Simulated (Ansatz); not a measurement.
# C2H6BFO2: small, medium and large basis sets

How large a basis does C2H6BFO2 need? Two functionals are run in growing sets.

Program: Ansatz 0.2.0, Gaussian basis. Level of theory: one geometry, several basis sets. These are calculated values, not measurements.

Levels to be run: PBE0-D4/def2-SVP; ωB97M-V/def2-SVP; PBE0-D4/def2-QZVPP; ωB97M-V/def2-QZVPP; the functionals' def2-TZVPP values are taken from earlier runs.

## (1) The geometry

All runs share one geometry, relaxed beforehand with PBE0-D4/def2-TZVP.

SMILES `COB(F)OC`, 12 atoms, charge 0, spin multiplicity 1.

Atoms are counted from 1 here; the program's logs count them from 0.

Bond lengths: C1–O2 1.414 Å, C1–H7 1.093 Å, C1–H8 1.093 Å, C1–H9 1.090 Å, O2–B3 1.349 Å, B3–F4 1.335 Å, B3–O5 1.353 Å, O5–C6 1.414 Å, C6–H10 1.092 Å, C6–H11 1.091 Å, C6–H12 1.092 Å. Angles: O2–C1–H7 111.2°, O2–C1–H8 111.2°, O2–C1–H9 107.4°, H7–C1–H8 108.5°, H7–C1–H9 109.2°, H8–C1–H9 109.2°, C1–O2–B3 120.4°, O2–B3–F4 117.2°, O2–B3–O5 121.5°, F4–B3–O5 121.3°, B3–O5–C6 122.6°, O5–C6–H10 108.9°, O5–C6–H11 111.8°, O5–C6–H12 108.9°, H10–C6–H11 109.2°, H10–C6–H12 108.8°, H11–C6–H12 109.2°.

## (2) PBE0-D4 in def2-SVP

The input, in.yaml:

```yaml
crystal:
  periodic: [false, false, false]
  atoms:
    - {symbol: C, position_ang: [-0.600294, -2.066501, -0.021872]}
    - {symbol: O, position_ang: [-1.308876, -0.927787, 0.425017]}
    - {symbol: B, position_ang: [-0.746167, 0.296317, 0.355446]}
    - {symbol: F, position_ang: [-1.470913, 1.328217, 0.795078]}
    - {symbol: O, position_ang: [0.501308, 0.473145, -0.138912]}
    - {symbol: C, position_ang: [1.113485, 1.744826, -0.222123]}
    - {symbol: H, position_ang: [-0.345696, -1.982613, -1.081440]}
    - {symbol: H, position_ang: [0.322231, -2.205716, 0.547380]}
    - {symbol: H, position_ang: [-1.246606, -2.931461, 0.124744]}
    - {symbol: H, position_ang: [1.366858, 1.947086, -1.264617]}
    - {symbol: H, position_ang: [0.458767, 2.535539, 0.148584]}
    - {symbol: H, position_ang: [2.032804, 1.733847, 0.366714]}
basis:
  gaussian: {orbitals: def2-SVP}
hamiltonian: {xc: pbe0, dispersion: d4}
output: {orbitals: {seedname: orbitals}}
```

The runs that follow: ωB97M-V in def2-SVP; PBE0-D4 in def2-QZVPP; ωB97M-V in def2-QZVPP.

Q: Predict the results of all the runs planned. Wanted: PBE0-D4: double and triple zeta above quadruple; ωB97M-V: double and triple zeta above quadruple.

**Answer**, as computed:

| quantity | value |
| --- | --- |
| PBE0-D4: double and triple zeta above quadruple | 11.80, 0.54 eV |
| ωB97M-V: double and triple zeta above quadruple | 12.10, 0.52 eV |

What this shows: For PBE0-D4 the step from double to triple zeta gains 11.27 eV and the next only 0.54 eV. Total energies overstate the basis error of differences, where much of it tends to cancel. The LUMO of ωB97M-V is positive and keeps falling with the basis (3.47 to 1.72 eV): an unbound level that the basis holds in place.
